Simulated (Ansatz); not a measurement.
**FePt (P4/mmm): which magnetic order lies lowest**

Which of a few magnetic orders of FePt (P4/mmm) is lowest at one geometry?

Method: DFT r²SCAN, scalar-relativistic, plane waves, PAW, in Ansatz 0.2.0.

## 1. Starting point

It takes space group P4/mmm (No. 123, tetragonal). Conventional cell: a = 2.732 Å, b = 2.732 Å, c = 3.726 Å, α = 90.00°, β = 90.00°, γ = 90.00°. Fe (site symmetry 4/mmm) has 8 Pt at 2.68 Å and 4 Fe at 2.73 Å as nearest neighbours. Pt (site symmetry 4/mmm) is surrounded by 8 Fe at 2.68 Å and 4 Pt at 2.73 Å.

Structure file:

```cif
data_structure
_symmetry_space_group_name_H-M 'P 1'
_symmetry_Int_Tables_number 1
_cell_length_a 2.7318
_cell_length_b 2.7318
_cell_length_c 3.7262
_cell_angle_alpha 90.000
_cell_angle_beta 90.000
_cell_angle_gamma 90.000
_cell_volume 27.81
loop_
_atom_site_label
_atom_site_type_symbol
_atom_site_fract_x
_atom_site_fract_y
_atom_site_fract_z
_atom_site_occupancy
Fe1 Fe 0.00000 0.00000 0.00000 1
Pt1 Pt 0.50000 0.50000 0.50000 1
```

This cell comes from an earlier session at r²SCAN: 13.904 Å³/atom at -0.01 GPa, on a 16×16×12 mesh.

## 2. Ferromagnetic, larger cell

input.yaml

```yaml
crystal:
  lattice:
    - [2.7318475101, 2.7318475101, 0.0]
    - [-2.7318475101, 2.7318475101, 0.0]
    - [0.0, 0.0, 3.7261669364]
  atoms:
    - { symbol: Fe, position: [0.0, 0.0, 0.0], spin: 2.5 }
    - { symbol: Pt, position: [0.5, 0.0, 0.5] }
    - { symbol: Fe, position: [0.5, 0.5, 0.0], spin: 2.5 }
    - { symbol: Pt, position: [1.0, 0.5, 0.5] }
basis:
  ecutwfc: 500
  ecutrho_ratio: 4
kpoints:
  mp_grid: { grid: [10, 10, 10] }
hamiltonian:
  xc: r2scan
scf:
  occupations: { method: gaussian, width: 0.05 }
  lower_state_search: "off"
output:
  forces: true
  stress: true
  eigenvalues: true
  populations: true
magnetization:
  spin_polarized: true
```

Command:

```console
$ ansatz run input.yaml --threads 2 --pin off --max-ram 5120MiB --backend cpu --events-out ev --progress --plain --runs-dir out
```

## 3. Antiferromagnetic, propagation vector (1/2, 1/2, 0)

Changes to input.yaml since step 2:

```diff
@@ -8,3 +8,3 @@
     - { symbol: Pt, position: [0.5, 0.0, 0.5] }
-    - { symbol: Fe, position: [0.5, 0.5, 0.0], spin: 2.5 }
+    - { symbol: Fe, position: [0.5, 0.5, 0.0], spin: -2.5 }
     - { symbol: Pt, position: [1.0, 0.5, 0.5] }
```

## 4. Ferromagnetic, larger cell

input.yaml

```yaml
crystal:
  lattice:
    - [-2.7318475101, 0.0, 3.7261669364]
    - [2.7318475101, 0.0, 3.7261669364]
    - [0.0, 2.7318475101, -3.7261669364]
  atoms:
    - { symbol: Fe, position: [0.0, 0.0, 0.0], spin: 2.5 }
    - { symbol: Pt, position: [0.25, 0.75, 0.5] }
    - { symbol: Fe, position: [0.5, 0.5, 0.0], spin: 2.5 }
    - { symbol: Pt, position: [0.75, 1.25, 0.5] }
basis:
  ecutwfc: 500
  ecutrho_ratio: 4
kpoints:
  mp_grid: { grid: [12, 12, 12] }
hamiltonian:
  xc: r2scan
scf:
  occupations: { method: gaussian, width: 0.05 }
  lower_state_search: "off"
output:
  forces: true
  stress: true
  eigenvalues: true
  populations: true
magnetization:
  spin_polarized: true
```

## 5. Antiferromagnetic, propagation vector (1/2, 1/2, 1/2)

Changes to input.yaml since step 4:

```diff
@@ -8,3 +8,3 @@
     - { symbol: Pt, position: [0.25, 0.75, 0.5] }
-    - { symbol: Fe, position: [0.5, 0.5, 0.0], spin: 2.5 }
+    - { symbol: Fe, position: [0.5, 0.5, 0.0], spin: -2.5 }
     - { symbol: Pt, position: [0.75, 1.25, 0.5] }
```

## 6. Ferromagnetic, larger cell

input.yaml

```yaml
crystal:
  lattice:
    - [2.7318475101, 0.0, 0.0]
    - [0.0, 2.7318475101, 0.0]
    - [0.0, 0.0, 7.4523338728]
  atoms:
    - { symbol: Fe, position: [0.0, 0.0, 0.0], spin: 2.5 }
    - { symbol: Pt, position: [0.5, 0.5, 0.25] }
    - { symbol: Fe, position: [0.0, 0.0, 0.5], spin: 2.5 }
    - { symbol: Pt, position: [0.5, 0.5, 0.75] }
basis:
  ecutwfc: 500
  ecutrho_ratio: 4
kpoints:
  mp_grid: { grid: [12, 12, 6] }
hamiltonian:
  xc: r2scan
scf:
  occupations: { method: gaussian, width: 0.05 }
  lower_state_search: "off"
output:
  forces: true
  stress: true
  eigenvalues: true
  populations: true
magnetization:
  spin_polarized: true
```

## 7. Antiferromagnetic, propagation vector (0, 0, 1/2)

Changes to input.yaml since step 6:

```diff
@@ -8,3 +8,3 @@
     - { symbol: Pt, position: [0.5, 0.5, 0.25] }
-    - { symbol: Fe, position: [0.0, 0.0, 0.5], spin: 2.5 }
+    - { symbol: Fe, position: [0.0, 0.0, 0.5], spin: -2.5 }
     - { symbol: Pt, position: [0.5, 0.5, 0.75] }
```

## 8. Ferromagnetic, larger cell

input.yaml

```yaml
crystal:
  lattice:
    - [-2.7318475101, 0.0, 0.0]
    - [0.0, 0.0, -3.7261669364]
    - [0.0, -5.4636950202, 0.0]
  atoms:
    - { symbol: Fe, position: [0.0, 0.0, 0.0], spin: 2.5 }
    - { symbol: Pt, position: [-0.5, -0.5, -0.25] }
    - { symbol: Fe, position: [0.0, 0.0, 0.5], spin: 2.5 }
    - { symbol: Pt, position: [-0.5, -0.5, 0.25] }
basis:
  ecutwfc: 500
  ecutrho_ratio: 4
kpoints:
  mp_grid: { grid: [12, 10, 6] }
hamiltonian:
  xc: r2scan
scf:
  occupations: { method: gaussian, width: 0.05 }
  lower_state_search: "off"
output:
  forces: true
  stress: true
  eigenvalues: true
  populations: true
magnetization:
  spin_polarized: true
```

## 9. Antiferromagnetic, propagation vector (0, 1/2, 0)

Changes to input.yaml since step 8:

```diff
@@ -8,3 +8,3 @@
     - { symbol: Pt, position: [-0.5, -0.5, -0.25] }
-    - { symbol: Fe, position: [0.0, 0.0, 0.5], spin: 2.5 }
+    - { symbol: Fe, position: [0.0, 0.0, 0.5], spin: -2.5 }
     - { symbol: Pt, position: [-0.5, -0.5, 0.25] }
```

## 10. Ferromagnetic, larger cell

input.yaml

```yaml
crystal:
  lattice:
    - [0.0, 2.7318475101, -3.7261669364]
    - [0.0, 2.7318475101, 3.7261669364]
    - [2.7318475101, 0.0, 0.0]
  atoms:
    - { symbol: Fe, position: [0.0, 0.0, 0.0], spin: 2.5 }
    - { symbol: Pt, position: [0.0, 0.5, 0.5] }
    - { symbol: Fe, position: [0.5, 0.5, 0.0], spin: 2.5 }
    - { symbol: Pt, position: [0.5, 1.0, 0.5] }
basis:
  ecutwfc: 500
  ecutrho_ratio: 4
kpoints:
  mp_grid: { grid: [8, 8, 12] }
hamiltonian:
  xc: r2scan
scf:
  occupations: { method: gaussian, width: 0.05 }
  lower_state_search: "off"
output:
  forces: true
  stress: true
  eigenvalues: true
  populations: true
magnetization:
  spin_polarized: true
```

## 11. Antiferromagnetic, propagation vector (0, 1/2, 1/2)

Changes to input.yaml since step 10:

```diff
@@ -8,3 +8,3 @@
     - { symbol: Pt, position: [0.0, 0.5, 0.5] }
-    - { symbol: Fe, position: [0.5, 0.5, 0.0], spin: 2.5 }
+    - { symbol: Fe, position: [0.5, 0.5, 0.0], spin: -2.5 }
     - { symbol: Pt, position: [0.5, 1.0, 0.5] }
```

## 12. No spin polarisation

input.yaml

```yaml
crystal:
  lattice:
    - [2.7318475101, 0.0, 0.0]
    - [0.0, 2.7318475101, 0.0]
    - [0.0, 0.0, 3.7261669364]
  atoms:
    - { symbol: Fe, position: [0.0, 0.0, 0.0] }
    - { symbol: Pt, position: [0.5, 0.5, 0.5] }
basis:
  ecutwfc: 500
  ecutrho_ratio: 4
kpoints:
  mp_grid: { grid: [16, 16, 12] }
hamiltonian:
  xc: r2scan
scf:
  occupations: { method: gaussian, width: 0.05 }
output:
  forces: true
  stress: true
  eigenvalues: true
```

(Steps that only read results are left out.)

What does the calculation give? Wanted: orders tried; lowest; next above it.

As calculated:

| quantity | value |
| --- | --- |
| orders tried | 7 |
| lowest | ferromagnetic |
| largest moment there | 3.28 μB |
| next above it | antiferromagnetic, propagation vector (0, 0, 1/2), 15.8 meV/atom |

In words: Of the orders that kept their pattern, the lowest is: ferromagnetic. The next lies 15.8 meV/atom higher. Under stress at this geometry, and so lower once relaxed: antiferromagnetic, propagation vector (1/2, 1/2, 0) (1.5 GPa); antiferromagnetic, propagation vector (0, 1/2, 1/2) (1.9 GPa); no spin polarisation (-20.9 GPa). Only these orders were tried, at zero temperature; the one found in experiment may not be among them. Spin–orbit coupling is left out, though the cell holds Pt; in elements this heavy it can shift levels and gaps by tenths of an eV.
